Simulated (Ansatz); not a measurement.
# Nb16H: the cost of one run

All numbers below are computed with Ansatz 0.2.0 (DFT PBEsol, plane waves, PAW, scalar-relativistic, no spin polarisation).

### Step 1. The system as given

The cell holds 17 atoms (HNb16): a = 6.600 Å, b = 6.600 Å, c = 6.600 Å, α = 90.00°, β = 90.00°, γ = 90.00°.

The coordinates stand in the first input below.

### Step 2. End point A

input.yaml reads:

```yaml
crystal:
  lattice:
    - [6.6, 0.0, 0.0]
    - [0.0, 6.6, 0.0]
    - [0.0, 0.0, 6.6]
  atoms:
    - { symbol: Nb, position: [0.0, 0.0, 0.0] }
    - { symbol: Nb, position: [0.5, 0.0, 0.0] }
    - { symbol: Nb, position: [0.0, 0.5, 0.0] }
    - { symbol: Nb, position: [0.0, 0.0, 0.5] }
    - { symbol: Nb, position: [0.25, 0.25, 0.25] }
    - { symbol: Nb, position: [0.5, 0.5, 0.0] }
    - { symbol: Nb, position: [0.5, 0.0, 0.5] }
    - { symbol: Nb, position: [0.75, 0.25, 0.25] }
    - { symbol: Nb, position: [0.0, 0.5, 0.5] }
    - { symbol: Nb, position: [0.25, 0.75, 0.25] }
    - { symbol: Nb, position: [0.25, 0.25, 0.75] }
    - { symbol: Nb, position: [0.5, 0.5, 0.5] }
    - { symbol: Nb, position: [0.75, 0.75, 0.25] }
    - { symbol: Nb, position: [0.75, 0.25, 0.75] }
    - { symbol: Nb, position: [0.25, 0.75, 0.75] }
    - { symbol: Nb, position: [0.75, 0.75, 0.75] }
    - { symbol: H, position: [0.7473763, 0.0005294, 0.8792469] }
basis:
  ecutwfc: 420.0
kpoints:
  mp_grid: { grid: [3, 3, 3] }
hamiltonian:
  xc: pbesol
scf:
  occupations: { method: fermi_dirac, width: 0.15 }
  lower_state_search: "off"
relax:
  f_tol: 0.03
  max_steps: 60
  adjacent_minimum: "off"
```

Started as:

```
$ ansatz run input.yaml --threads 4 --pin off --max-ram 10240MiB --backend cpu --events-out ev --progress --plain --runs-dir out
```

What time and memory should one allow on 4 threads of Arm Neoverse V2, shared host?

About 58 s, with a peak of 1.1 GiB.
